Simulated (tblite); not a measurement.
# C8H18Cl2S2Si (SiCl2(SBu)2): the cost of one run

Programs: tblite 0.8.0 and PySCF 2.14.0, with density-fitted response routines of our own. Each step states its level of theory. These are calculated values for one molecule in the gas phase, unless marked as measured. Atoms count from 0, in the outputs and in this text.

## Step 1: The starting structure

31 atoms, charge 0, multiplicity 1; geometry from: force field or distance geometry start.

Bonds of the start (Å): C0–C1 1.51, C1–C2 1.53, C2–C3 1.51, C3–S4 1.83, S4–Si5 2.14, Si5–Cl6 2.02, Si5–Cl7 2.05, Si5–S8 2.16, S8–C9 1.82, C9–C10 1.52, C10–C11 1.53, C11–C12 1.53, C0–H13 1.09, C0–H14 1.10, C0–H15 1.10, C1–H16 1.08, C1–H17 1.11, C2–H18 1.10, C2–H19 1.10, C3–H20 1.09, C3–H21 1.09, C9–H22 1.10, C9–H23 1.09, C10–H24 1.09, C10–H25 1.09, C11–H26 1.09, C11–H27 1.09, C12–H28 1.09, C12–H29 1.08, C12–H30 1.10.

## Step 2: Relaxing the molecule with GFN2-xTB

Job settings and geometry (Å):

```
{"job": {"kind": "relax", "xc": "GFN2-xTB", "basis": "xTB"}, "charge": 0, "multiplicity": 1}
C     -5.922000    -0.461200     0.208600
C     -4.438400    -0.482900    -0.078900
C     -3.736700     0.777000     0.432200
C     -2.242700     0.761200     0.211300
S     -1.837300     0.864900    -1.567300
Si     0.289200     0.682200    -1.480200
Cl     1.016600     0.813100    -3.361900
Cl     1.108200     2.198100    -0.370600
S      0.753800    -1.195800    -0.517800
C      2.413400    -0.908200     0.180700
C      3.485200    -0.806000    -0.896300
C      4.888500    -0.690300    -0.296000
C      5.114800     0.632200     0.443800
H     -6.396600    -1.373100    -0.147300
H     -6.400200     0.394200    -0.291600
H     -6.120200    -0.365400     1.289800
H     -4.260300    -0.582800    -1.138600
H     -3.989700    -1.360900     0.422200
H     -4.164000     1.650500    -0.081100
H     -3.930700     0.901400     1.505000
H     -1.814000    -0.168000     0.598000
H     -1.769300     1.608800     0.707500
H      2.369700    -0.001900     0.800800
H      2.582000    -1.778500     0.816200
H      3.295500     0.071700    -1.521300
H      3.427200    -1.695400    -1.520100
H      5.070400    -1.517000     0.385900
H      5.615100    -0.767900    -1.107600
H      4.912400     1.473100    -0.224900
H      4.483800     0.712100     1.317100
H      6.160100     0.703400     0.763600
```

Launch:

```
$ OMP_NUM_THREADS=2 python probes_run.py task.json out
```

This one command runs all jobs of the session in turn.

Q: Estimate the wall time and peak memory of this first job on 2 threads of Intel Xeon Platinum 8259CL at 2.50GHz, shared host.

About 2.6 s, with a peak of 0.19 GiB.
